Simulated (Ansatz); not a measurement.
# LaS2: the cost of one run

Program: Ansatz 0.2.0. Level of theory: DFT PBEsol, scalar-relativistic, plane waves, PAW. These are calculated values, not measurements.

1 further run of the same task is left out (it didn't finish).

## (1) The starting structure

The structure is trigonal, space group R-3m (No. 166). The conventional cell has a = 4.207 Å, b = 4.207 Å, c = 19.077 Å, α = 90.00°, β = 90.00°, γ = 120.00°. La (site symmetry -3m) is surrounded by 6 S at 2.88 Å. Around S (site symmetry 3m) lie 3 La at 2.88 Å.

Structure file:

```
La S
1.0
     2.10329    1.21434    6.35904
    -2.10329    1.21434    6.35904
     0.00000   -2.42867    6.35904
La S
1 2
Direct
  0.00000 0.00000 0.00000
  0.25200 0.25200 0.25200
  0.74800 0.74800 0.74800
```

## (2) Relaxing cell and atoms

The input, input.yaml:

```yaml
crystal:
  lattice:
    - [2.1032908591, 1.2143355437, 6.3590404157]
    - [-2.1032908591, 1.2143355437, 6.3590404157]
    - [0.0, -2.4286710874, 6.3590404157]
  atoms:
    - { symbol: La, position: [0.0, 0.0, 0.0] }
    - { symbol: S, position: [0.252, 0.252, 0.252] }
    - { symbol: S, position: [0.748, 0.748, 0.748] }
basis:
  ecutwfc: 420
  ecutrho_ratio: 4
kpoints:
  mp_grid: { grid: [8, 8, 8] }
hamiltonian:
  xc: pbesol
scf:
  occupations: { method: gaussian, width: 0.05 }
output:
  forces: true
  stress: true
  eigenvalues: true
relax:
  f_tol: 0.01
  max_steps: 60
  cell: { stress_tol: 0.04 }
```

Started as:

```bash
$ ansatz run input.yaml --threads 4 --pin off --max-ram 4096MiB --backend cpu --events-out ev --progress --plain --runs-dir out
```

**Question.** How long does this run take on 4 threads of Arm Neoverse N1, shared host, and how much memory does it need?

About 57 s, with a peak of 0.54 GiB.
